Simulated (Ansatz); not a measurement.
# C3H11AlSe: the cost of one run

The runs use Ansatz 0.2.0, Gaussian basis; the settings change from run to run.

## Step 1: The relaxed structure

An earlier PBE0-D4 in a triple-zeta def2 set relaxation fixed the geometry.

SMILES `[CH3][Al-]([CH3])([CH3])[SeH2+]`, 16 atoms, charge 0, spin multiplicity 1.

Atoms are counted from 1 here; the program's logs count them from 0.

Bond lengths: C1–Al2 1.973 Å, C1–H6 1.097 Å, C1–H7 1.095 Å, C1–H8 1.095 Å, Al2–C3 1.972 Å, Al2–C4 1.972 Å, Al2–Se5 2.741 Å, C3–H9 1.097 Å, C3–H10 1.095 Å, C3–H11 1.095 Å, C4–H12 1.095 Å, C4–H13 1.095 Å, C4–H14 1.097 Å, Se5–H15 1.469 Å, Se5–H16 1.469 Å. Angles: Al2–C1–H6 110.2°, Al2–C1–H7 112.8°, Al2–C1–H8 112.8°, H6–C1–H7 106.4°, H6–C1–H8 106.4°, H7–C1–H8 107.7°, C1–Al2–C3 118.4°, C1–Al2–C4 118.3°, C1–Al2–Se5 99.1°, C3–Al2–C4 118.7°, C3–Al2–Se5 96.2°, C4–Al2–Se5 96.2°, Al2–C3–H9 109.9°, Al2–C3–H10 113.0°, Al2–C3–H11 113.0°, H9–C3–H10 106.5°, H9–C3–H11 106.3°, H10–C3–H11 107.7° and more.

## Step 2: wB97/aug-cc-pVTZ

Input file in.yaml:

```yaml
crystal:
  periodic: [false, false, false]
  atoms:
    - {symbol: C, position_ang: [-1.149079, 0.705225, -1.377556]}
    - {symbol: Al, position_ang: [0.170836, -0.185059, -0.212726]}
    - {symbol: C, position_ang: [2.015921, 0.511786, -0.184407]}
    - {symbol: C, position_ang: [-0.137988, -2.068935, 0.283489]}
    - {symbol: Se, position_ang: [-0.584566, 0.883545, 2.195868]}
    - {symbol: H, position_ang: [-1.003862, 0.396290, -2.419701]}
    - {symbol: H, position_ang: [-1.061073, 1.796556, -1.362753]}
    - {symbol: H, position_ang: [-2.182566, 0.451060, -1.120127]}
    - {symbol: H, position_ang: [2.555275, 0.176701, -1.078548]}
    - {symbol: H, position_ang: [2.592734, 0.158468, 0.676315]}
    - {symbol: H, position_ang: [2.060866, 1.605847, -0.189549]}
    - {symbol: H, position_ang: [-1.185526, -2.283721, 0.519193]}
    - {symbol: H, position_ang: [0.468353, -2.390898, 1.136163]}
    - {symbol: H, position_ang: [0.130335, -2.724334, -0.553847]}
    - {symbol: H, position_ang: [-0.686064, 2.269850, 1.721993]}
    - {symbol: H, position_ang: [-2.026393, 0.675015, 2.010494]}
basis:
  gaussian: {orbitals: aug-cc-pVTZ}
hamiltonian: {xc: {name: wB97}}
output: {forces: true}
```

The run is started by

```
> ansatz run in.yaml --threads 4 --pin off --events-out ev --progress --plain --max-ram 11315MiB
```

**Question.** How long does this run take on 4 threads of Arm Neoverse V2, shared host, and how much memory does it need?

About 32 s, with a peak of 2.8 GiB.
